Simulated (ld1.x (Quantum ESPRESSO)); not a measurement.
# Pseudopotential generation for gallium: TM, PBE

Aim: build the potential from the settings below, then test how well it stands in for the atom: other configurations, scattering, ghost states and the plane-wave cutoff that it needs.

Method: ld1.x (Quantum ESPRESSO) 7.5, PBE, scalar-relativistic.

**1. Starting point**

The settings as typed:

```
element                 : gallium (Ga, Z = 31)
type                    : norm-conserving Troullier–Martins (Kleinman–Bylander form)
frozen core             : [Ar] 3d10
valence charge          : 3
reference configuration : 4s2 4p0.5 (charge +0.5)
partial waves           : 4s (bound): rc 1.55 bohr; 4p (bound): rc 2.45 bohr
local potential         : the p channel
core correction         : a·sin(br)/r model core, default radius (core density twice the valence density)
```

The nodes and maxima of the atom's own shells, from an earlier all-electron run, set the scale for the radii.

All-electron outer shells of the reference configuration (PBE, scalar-relativistic, ld1.x):

```json
{"shell": "3d", "level (eV)": "-22.99", "outermost node (bohr)": "–", "outermost maximum (bohr)": "0.53"}
{"shell": "4s", "level (eV)": "-12.43", "outermost node (bohr)": "0.81", "outermost maximum (bohr)": "1.87"}
{"shell": "4p", "level (eV)": "-5.62", "outermost node (bohr)": "0.87", "outermost maximum (bohr)": "2.41"}
{"shell": "4d", "level (eV)": "-0.71", "outermost node (bohr)": "1.22", "outermost maximum (bohr)": "6.97"}
```

**2. Generation**

Input file Ga.in:

```
 &input
   title='Ga', zed=31., rel=1, dft='PBE', iswitch=3,
   config='[Ar] 3d10 4s2 4p0.5',
   nld=2, rlderiv=2.65, eminld=-3.0, emaxld=5.0, deld=0.02
 /
 &inputp
   pseudotype=2, tm=.true., lloc=1,
   nlcc=.true.,
   file_pseudopw='Ga.UPF', file_wfcaegen='ae.wfc', file_wfcncgen='nc.wfc', file_beta='beta', file_chi='chi'
 /
2
4S  1  0   2.00   0.00  1.55  1.55  0.0
4P  2  1   0.50   0.00  2.45  2.45  0.0
 &test
   configts(1)='4s2 4p0.5'
 /
```

Started as:

```
$ ld1.x < Ga.in > Ga.out
```

What the program wrote to Ga.out (without the banner and most projector matrices):

```text
     Program LD1 v.7.5
     --------------------------- All-electron run ----------------------------

     Ga
     scalar relativistic calculation

     atomic number is 31.00
     dft =PBE   lsd =0 sic =0 latt =0  beta=0.20 tr2=1.0E-14
     Exchange-correlation= PBE
                           (   1   4   3   4   0   0   0)
     mesh =1205 r(mesh) = 101.09016 a.u. xmin = -7.00 dx = 0.01250
     1 Ry =  13.60569312 eV, c = 137.03599908

     n l     nl                  e(Ry)          e(Ha)          e(eV)
     1 0     1S 1( 2.00)      -752.1721      -376.0860    -10233.8225
     2 0     2S 1( 2.00)       -93.0609       -46.5305     -1266.1581
     2 1     2P 1( 6.00)       -81.0450       -40.5225     -1102.6729
     3 0     3S 1( 2.00)       -11.1691        -5.5845      -151.9629
     3 1     3P 1( 6.00)        -7.5482        -3.7741      -102.6979
     3 2     3D 1(10.00)        -1.6896        -0.8448       -22.9888
     4 0     4S 1( 2.00)        -0.9134        -0.4567       -12.4272
     4 1     4P 1( 0.50)        -0.4132        -0.2066        -5.6219

     final scf error:  5.8E-15 reached in  29 iterations

     Etot =   -3887.729917 Ry,   -1943.864958 Ha,  -52895.260192 eV

     Ekin =    3953.845768 Ry,    1976.922884 Ha,   53794.812178 eV
     Encl =   -9360.492638 Ry,   -4680.246319 Ha, -127355.990318 eV
     Eh   =    1669.688649 Ry,     834.844325 Ha,   22717.271373 eV
     Exc  =    -150.771696 Ry,     -75.385848 Ha,   -2051.353425 eV

     normalization and overlap integrals

     s(1S/1S) =  1.000000  <r> =   0.0486  <r2> =    0.0032  r(max) =   0.0319
     s(2S/2S) =  1.000000  <r> =   0.2178  <r2> =    0.0560  r(max) =   0.1833
     s(2P/2P) =  1.000000  <r> =   0.1907  <r2> =    0.0446  r(max) =   0.1464
     s(3S/3S) =  1.000000  <r> =   0.6518  <r2> =    0.4907  r(max) =   0.5647
     s(3P/3P) =  1.000000  <r> =   0.6792  <r2> =    0.5442  r(max) =   0.5647
     s(3D/3D) =  1.000000  <r> =   0.8094  <r2> =    0.8589  r(max) =   0.5305
     s(4S/4S) =  1.000000  <r> =   2.2812  <r2> =    6.0200  r(max) =   1.8748
     s(4P/4P) =  1.000000  <r> =   3.0942  <r2> =   11.3185  r(max) =   2.4073

     ------------------------ End of All-electron run ------------------------

     --------------------- Generating NC pseudopotential ---------------------

      Generating local pot.: lloc=1, matching radius rcloc =   2.4500

      Computing core charge for nlcc:

       r > 1.55 : true rho core
       r < 1.55 : rho core = a sin(br)/r    a=   2.76  b=   1.71

      Integrated core pseudo-charge :   3.40

      Wfc   4S  rcut= 1.554  Using Troullier-Martins method

     ------------------- End of pseudopotential generation -------------------

     [... the all-electron block is printed once more ...]


     Computing logarithmic derivative in   2.64397
     Computing logarithmic derivative in   2.64397
     Computing the partial wave expansion
     R is outside the sphere for l=    0 j= 0.00
       no projector for channel:   1

     ---------------------- Testing the pseudopotential ----------------------

     Ga
     scalar relativistic calculation

     atomic number is 31.00   valence charge is  3.00
     dft =PBE   lsd =0 sic =0 latt =0  beta=0.20 tr2=1.0E-14
     mesh =1205 r(mesh) = 101.09016 xmin = -7.00 dx = 0.01250

     n l     nl             e AE (Ry)        e PS (Ry)    De AE-PS (Ry)
     1 0     4S   1( 2.00)       -0.91338       -0.91339        0.00000
     2 1     4P   1( 0.50)       -0.41320       -0.41320        0.00000

     eps = 2.0E-15  iter =  6

     Etot =   -3887.729917 Ry,   -1943.864958 Ha,  -52895.260192 eV
     Etotps =    -7.206152 Ry,      -3.603076 Ha,     -98.044697 eV

     Ekin =       1.286013 Ry,       0.643007 Ha,      17.497100 eV
     Encl =      -6.235900 Ry,      -3.117950 Ha,     -84.843737 eV
     Ehrt =       2.320233 Ry,       1.160117 Ha,      31.568383 eV
     Ecxc =      -4.562923 Ry,      -2.281462 Ha,     -62.081735 eV
     (Ecc =      -3.042828 Ry,      -1.521414 Ha,     -41.399784 eV)
     Epseu=      -0.013576 Ry,      -0.006788 Ha,      -0.184708 eV

     ---------------------- End of pseudopotential test ----------------------
```

Wall time 1.8 s (1 thread of Neoverse-V1, shared host). (Generation and the later configuration tests together.)

Partial waves on a coarse radial grid (AE all-electron, PS pseudo):

```
r (bohr)    4s AE   4s PS    4p AE   4p PS
   0.123   0.1817  0.0253   0.1344  0.0035
   0.245   0.0358  0.0519  -0.0179  0.0140
   0.368  -0.2356  0.0819  -0.1781  0.0315
   0.490  -0.3233  0.1165  -0.2289  0.0556
   0.613  -0.2512  0.1583  -0.1923  0.0862
   0.735  -0.0997  0.2087  -0.1093  0.1227
   0.858   0.0754  0.2704  -0.0078  0.1649
   0.980   0.2402  0.3427   0.0944  0.2114
   1.103   0.3832  0.4249   0.1907  0.2617
   1.225   0.4979  0.5093   0.2759  0.3137
   1.348   0.5862  0.5877   0.3502  0.3662
   1.470   0.6495  0.6495   0.4125  0.4163
   1.593   0.6920  0.6920   0.4644  0.4628
   1.715   0.7163  0.7163   0.5059  0.5032
   1.838   0.7261  0.7261   0.5388  0.5367
   1.960   0.7241  0.7241   0.5635  0.5624
   2.083   0.7126  0.7126   0.5812  0.5808
   2.205   0.6940  0.6940   0.5925  0.5924
   2.328   0.6696  0.6696   0.5984  0.5984
   2.450   0.6415  0.6415   0.5995  0.5995
   2.573   0.6103  0.6103   0.5965  0.5965
   2.695   0.5777  0.5777   0.5901  0.5901
   2.818   0.5439  0.5439   0.5808  0.5808
   2.940   0.5102  0.5102   0.5692  0.5692
   3.063   0.4766  0.4766   0.5556  0.5556
   3.185   0.4440  0.4440   0.5406  0.5406
```

**3. Testing the new file in other configurations**

Input file Ga.test.in:

```
 &input
   title='Ga', zed=31., rel=1, dft='PBE', iswitch=2,
   config='[Ar] 3d10 4s2 4p0.5'
 /
 &test
   file_pseudo='Ga.UPF', nconf=8,
   configts(1)='4s2 4p0.5',
   configts(2)='4s2 4p1',
   configts(3)='4s2 4p0',
   configts(4)='4s1 4p0',
   configts(5)='4s1 4p2',
   configts(6)='4s1 4p1',
   configts(7)='4s0 4p3',
   configts(8)='4s2 4p1.3'
 /
```

Started as:

```
$ ld1.x < Ga.test.in > Ga.test.out
```

Ga.test.out, the pseudopotential blocks:

```text
     ---------------------- Testing the pseudopotential ----------------------

     Ga
     scalar relativistic calculation

     atomic number is 31.00   valence charge is  3.00
     dft =PBE   lsd =0 sic =0 latt =0  beta=0.20 tr2=1.0E-14
     mesh =1205 r(mesh) = 101.09016 xmin = -7.00 dx = 0.01250

     n l     nl             e AE (Ry)        e PS (Ry)    De AE-PS (Ry)
     1 0     4S   1( 2.00)       -0.91338       -0.91339        0.00000
     2 1     4P   1( 0.50)       -0.41320       -0.41320        0.00000

     eps = 2.3E-15  iter =  6

     Etot =   -3887.729917 Ry,   -1943.864958 Ha,  -52895.260192 eV
     Etotps =    -7.206152 Ry,      -3.603076 Ha,     -98.044697 eV

     Ekin =       1.286013 Ry,       0.643007 Ha,      17.497100 eV
     Encl =      -6.235900 Ry,      -3.117950 Ha,     -84.843736 eV
     Ehrt =       2.320233 Ry,       1.160117 Ha,      31.568383 eV
     Ecxc =      -4.562923 Ry,      -2.281462 Ha,     -62.081735 eV
     (Ecc =      -3.042828 Ry,      -1.521414 Ha,     -41.399784 eV)
     Epseu=      -0.013576 Ry,      -0.006788 Ha,      -0.184708 eV

     ---------------------- End of pseudopotential test ----------------------

     ---------------------- Testing the pseudopotential ----------------------

     Ga
     [...]
     n l     nl             e AE (Ry)        e PS (Ry)    De AE-PS (Ry)
     1 0     4S   1( 2.00)       -0.65769       -0.65668       -0.00101
     2 1     4P   1( 1.00)       -0.18956       -0.18922       -0.00034

     eps = 5.2E-16  iter =  9

     Etot =   -3887.879138 Ry,   -1943.939569 Ha,  -52897.290452 eV
     Etotps =    -7.355263 Ry,      -3.677632 Ha,    -100.073456 eV
     dEtot_ae =      -0.149221 Ry
     dEtot_ps =      -0.149111 Ry,   Delta E=      -0.000110 Ry

     [...]
     ---------------------- End of pseudopotential test ----------------------

     ---------------------- Testing the pseudopotential ----------------------

     Ga
     [...]
     n l     nl             e AE (Ry)        e PS (Ry)    De AE-PS (Ry)
     1 0     4S   1( 2.00)       -1.20034       -1.20323        0.00289
     2 1     4P   1( 0.00)       -0.66647       -0.66823        0.00176

     eps = 5.0E-15  iter =  6

     Etot =   -3887.461073 Ry,   -1943.730537 Ha,  -52891.602393 eV
     Etotps =    -6.936912 Ry,      -3.468456 Ha,     -94.381493 eV
     dEtot_ae =       0.268843 Ry
     dEtot_ps =       0.269241 Ry,   Delta E=      -0.000397 Ry

     [...]
     ---------------------- End of pseudopotential test ----------------------

     ---------------------- Testing the pseudopotential ----------------------

     Ga
     [...]
     n l     nl             e AE (Ry)        e PS (Ry)    De AE-PS (Ry)
     1 0     4S   1( 1.00)       -1.91606       -1.93673        0.02067  !
     2 1     4P   1( 0.00)       -1.30377       -1.31933        0.01557  !

     eps = 6.0E-16  iter =  4

     Etot =   -3885.908206 Ry,   -1942.954103 Ha,  -52870.474558 eV
     Etotps =    -5.372766 Ry,      -2.686383 Ha,     -73.100211 eV
     dEtot_ae =       1.821710 Ry
     dEtot_ps =       1.833386 Ry,   Delta E=      -0.011675 Ry

     [...]
     ---------------------- End of pseudopotential test ----------------------

     ---------------------- Testing the pseudopotential ----------------------

     Ga
     [...]
     n l     nl             e AE (Ry)        e PS (Ry)    De AE-PS (Ry)
     1 0     4S   1( 1.00)       -0.73819       -0.74050        0.00232
     2 1     4P   1( 2.00)       -0.24611       -0.24657        0.00046

     eps = 9.1E-15  iter = 14

     Etot =   -3887.398627 Ry,   -1943.699314 Ha,  -52890.752772 eV
     Etotps =    -6.874058 Ry,      -3.437029 Ha,     -93.526330 eV
     dEtot_ae =       0.331289 Ry
     dEtot_ps =       0.332094 Ry,   Delta E=      -0.000805 Ry

     [...]
     ---------------------- End of pseudopotential test ----------------------

     ---------------------- Testing the pseudopotential ----------------------

     Ga
     [...]
     n l     nl             e AE (Ry)        e PS (Ry)    De AE-PS (Ry)
     1 0     4S   1( 1.00)       -1.28054       -1.28774        0.00720  !
     2 1     4P   1( 1.00)       -0.73071       -0.73472        0.00401

     eps = 1.7E-15  iter =  7

     Etot =   -3886.919219 Ry,   -1943.459609 Ha,  -52884.230082 eV
     Etotps =    -6.392788 Ry,      -3.196394 Ha,     -86.978316 eV
     dEtot_ae =       0.810698 Ry
     dEtot_ps =       0.813364 Ry,   Delta E=      -0.002666 Ry

     [...]
     ---------------------- End of pseudopotential test ----------------------

     ---------------------- Testing the pseudopotential ----------------------

     Ga
     [...]
     n l     nl             e AE (Ry)        e PS (Ry)    De AE-PS (Ry)
     1 0     4S   1( 0.00)       -0.80735       -0.81216        0.00481
     2 1     4P   1( 3.00)       -0.29537       -0.29650        0.00113

     eps = 5.4E-15  iter = 10

     Etot =   -3886.896388 Ry,   -1943.448194 Ha,  -52883.919461 eV
     Etotps =    -6.368947 Ry,      -3.184474 Ha,     -86.653942 eV
     dEtot_ae =       0.833528 Ry
     dEtot_ps =       0.837205 Ry,   Delta E=      -0.003677 Ry

     [...]
     ---------------------- End of pseudopotential test ----------------------

     ---------------------- Testing the pseudopotential ----------------------

     Ga
     [...]
     n l     nl             e AE (Ry)        e PS (Ry)    De AE-PS (Ry)
     1 0     4S   1( 2.00)       -0.52577       -0.52473       -0.00104
     2 1     4P   1( 1.30)       -0.07511       -0.07491       -0.00020

     eps = 8.3E-15  iter = 11

     Etot =   -3887.918382 Ry,   -1943.959191 Ha,  -52897.824395 eV
     Etotps =    -7.394426 Ry,      -3.697213 Ha,    -100.606292 eV
     dEtot_ae =      -0.188465 Ry
     dEtot_ps =      -0.188274 Ry,   Delta E=      -0.000192 Ry

     [...]
     ---------------------- End of pseudopotential test ----------------------
```

Excitation and ionisation energies from 4s2 4p0.5, with the error of the potential. The frozen-core shift comes from a second all-electron run, not shown, with the core orbitals held at their reference shape; it is that run's ΔE less the relaxed one.

```csv
valence configuration,charge,ΔE all-electron (eV),error AE − PS (meV),frozen-core shift (meV)
4s2 4p1,0,-2.030,-1.5,+1.5
4s2 4p0,+1,3.658,-5.4,+5.1
4s1 4p0,+2,24.786,-159,+169
4s1 4p2,0,4.507,-11,+12
4s1 4p1,+1,11.030,-36,+40
4s0 4p3,0,11.341,-50,+58
4s2 4p1.3,-0.3,-2.564,-2.6,+2.7
```

**4. Scattering by logarithmic derivatives**

Taken from the files of the generation run. The phase is arctan(r·u′/u) with u = r·R, unwrapped, with energies in Ry. A pole is an energy at which the radial function vanishes at the test radius. The pseudo phase is shifted by a multiple of π to meet the all-electron one at the reference energy. Levels narrower than the energy grid can be missing from the poles. The last column is the largest difference on the grid between −1 and +1 Ry.

```tsv
channel	radius (bohr)	reference (Ry)	poles AE	poles PS	window around the reference with phases within 0.05 rad (Ry)	largest difference near zero (rad)
s	2.64	-0.91	0.12	0.14	below 2.0	0.010
p	2.64	-0.41	1.19	1.15	below 2.8	0.005
```

Phases (rad) along the scan:

```
E (Ry)    s AE    s PS    p AE    p PS
 -3.00   1.280   1.280   1.314   1.313
 -2.52   1.223   1.224   1.279   1.278
 -2.04   1.114   1.116   1.227   1.226
 -1.56   0.819   0.822   1.137   1.135
 -1.08  -0.396  -0.395   0.938   0.937
 -0.60  -1.288  -1.287   0.297   0.296
 -0.12  -1.513  -1.510  -0.914  -0.915
  0.36  -1.617  -1.611  -1.345  -1.349
  0.84  -1.690  -1.680  -1.503  -1.508
  1.32  -1.760  -1.741  -1.591  -1.599
  1.80  -1.846  -1.810  -1.657  -1.670
  2.28  -1.984  -1.903  -1.719  -1.743
  2.76  -2.285  -2.060  -1.792  -1.842
  3.24  -3.108  -2.393  -1.903  -2.030
  3.72  -4.007  -3.164  -2.124  -2.594
  4.20  -4.341  -3.939  -2.751  -3.845
  4.68  -4.483  -4.272  -3.840  -4.336
```

**5. Plane-wave convergence, by spherical Bessel functions**

A separate test, outside the generator: the pseudo-atom's Hamiltonian at the reference potential is diagonalised in spherical Bessel functions j_l(qr) that vanish at 20 bohr, with q² up to the cutoff.

All-electron valence levels (Ry): 4s -0.9134, 4p -0.4132. The lowest levels of each channel (Ry) by cutoff; the last column sums, over occupied levels, occupation times the distance from the level at 400 Ry. A positive value at high cutoff is not a bound level.

```
cutoff (Ry)      s #1     s #2     p #1     d #1    f #1  Σ f·Δε (mRy)
          8  -29.8599  -0.8797  -0.4109  -0.0538  0.0306          68.6
         12  -41.7598  -0.9051  -0.4125  -0.0538  0.0306          16.9
         18  -44.1634  -0.9068  -0.4131  -0.0539  0.0306          13.2
         25  -46.5158  -0.9092  -0.4132  -0.0539  0.0306           8.4
         30  -50.9248  -0.9114  -0.4132  -0.0539  0.0306           3.9
         40  -56.1657  -0.9129  -0.4132  -0.0539  0.0306           1.0
         50  -56.4321  -0.9130  -0.4132  -0.0539  0.0306           0.9
        400  -58.7009  -0.9134  -0.4132  -0.0539  0.0306           0.0
```

The sum stays within 10 mRy from 25 Ry and within 1 mRy from 40 Ry. The sum leaves out empty levels, which can need more. Ghost test: ghost state, bound below the all-electron valence or empty levels of the same l: s at -798.7 eV.

**6. What came out**

```
                                                quantity                  value
               cutoffs for 10 and 1 mRy, occupied levels        25 Ry and 40 Ry
                                            bound ghosts        s at -798.67 eV
                            largest test error (AE − PS)  -159 meV, for 4s1 4p0
largest phase difference near zero energy, channels read              0.010 rad
```

What this shows: It has a bound ghost (s), a state that the atom doesn't have, and that rules the file out. By total energies transferability is poor: the largest error is 159 meV on 24.8 eV, for 4s1 4p0. Freezing the core accounts for most of it. It counts as soft on the atom at that tolerance, with 25 Ry needed at the looser tolerance. The slowest occupied level is 4s: taken alone it needs 35 Ry to come within 1 mRy, against 12 Ry for 4p. Near zero energy the phases of the channels with partial waves agree within 0.010 rad. These are tests on the free atom; a crystal test is still owed.
